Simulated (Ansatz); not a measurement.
# Sb: response to strain

Aim: deform Sb (equal xy, yz and zx engineering shear strains of -1 %) and compute stress, forces and field gradients with LAPW, PAW and all-electron datasets made for the crystal.

Program: Ansatz 0.2.0. Level of theory: DFT PBEsol, scalar-relativistic. These are calculated values, not measurements.

## (1) The starting structure

Symmetry: Fm-3m, No. 225, cubic system. Conventional cell: a = 4.610 Å, b = 4.610 Å, c = 4.610 Å, α = 90.00°, β = 90.00°, γ = 90.00°. Around Sb (site symmetry m-3m) lie 12 Sb at 3.26 Å.

As a file:

```cif
data_structure
_symmetry_space_group_name_H-M 'P 1'
_symmetry_Int_Tables_number 1
_cell_length_a 3.2598
_cell_length_b 3.2598
_cell_length_c 3.2598
_cell_angle_alpha 60.000
_cell_angle_beta 60.000
_cell_angle_gamma 60.000
_cell_volume 24.49
loop_
_atom_site_label
_atom_site_type_symbol
_atom_site_fract_x
_atom_site_fract_y
_atom_site_fract_z
_atom_site_occupancy
Sb1 Sb 0.00000 0.00000 0.00000 1
```

## (2) After the deformation

Space group Fm-3m before, R-3m after.

## (3) Full-potential LAPW

The input, input.yaml:

```yaml
crystal:
  lattice:
    - [-0.02305, 2.293475, 2.293475]
    - [2.293475, -0.02305, 2.293475]
    - [2.293475, 2.293475, -0.02305]
  atoms:
    - { symbol: Sb, position: [0.0, 0.0, 0.0] }
kpoints:
  mp_grid: { grid: [14, 14, 14] }
  band_path:
    path:
      - [0.0, 0.0, 0.0]
      - [0.5, 0.5, 0.5]
      - [0.2525443832, 0.5, 0.7474556168]
      - [-0.2525443832, 0.2525443832, 0.5]
      - [0.0, 0.0, 0.5]
      - [0.0, 0.0, 0.0]
      - [-0.3762721916, 0.0, 0.3762721916]
      - [0.0, 0.3762721916, 0.6237278084]
      - [0.0, 0.5, 0.5]
    npoints: 5
scf:
  occupations: { method: fermi_dirac, width: 0.03 }
hamiltonian:
  xc: pbesol
  pseudopotentials: { kind: all_electron, lapw: { basis_error: 0.00025 } }
output:
  forces: true
  stress: true
  eigenvalues: true
```

Command:

```sh
ansatz run input.yaml --threads 1 --pin off --max-ram 3072MiB --backend cpu --events-out ev --progress --plain --runs-dir out
```

## (4) PAW with frozen cores

The input, input.yaml:

```yaml
crystal:
  lattice:
    - [-0.02305, 2.293475, 2.293475]
    - [2.293475, -0.02305, 2.293475]
    - [2.293475, 2.293475, -0.02305]
  atoms:
    - { symbol: Sb, position: [0.0, 0.0, 0.0] }
kpoints:
  mp_grid: { grid: [14, 14, 14] }
scf:
  occupations: { method: fermi_dirac, width: 0.03 }
hamiltonian:
  xc: pbesol
  pseudopotentials: { kind: paw }
output:
  forces: true
  stress: true
  eigenvalues: true
  efg: { contact_densities: true }
```

## (5) All-electron PAW on datasets made for the crystal

input.yaml: that of step 4 with these lines changed.

```diff
@@ -13,3 +13,3 @@
   xc: pbesol
-  pseudopotentials: { kind: paw }
+  pseudopotentials: { kind: all_electron, datasets: crystal }
 output:
```

(Steps that only read results are left out.)

Before running it: what results should come out? Wanted: pressure; largest shear or deviatoric stress.

The runs gave:

| quantity | value |
| --- | --- |
| pressure | LAPW 5.15, PAW 5.13, crystal datasets 5.15 GPa |
| largest shear or deviatoric stress (LAPW) | 0.43 GPa |

**Reading.** The largest part of the stress beyond the pressure is 0.43 GPa in size. No run of the undeformed cell stands beside it, so the pressure holds what the given cell had before the change. PAW: stress within 0.01 GPa of LAPW. Crystal datasets: stress within 0.01 GPa of LAPW. Spin-orbit coupling is left out, though the cell holds Sb; in elements this heavy it can shift bands and gaps by tenths of an eV.
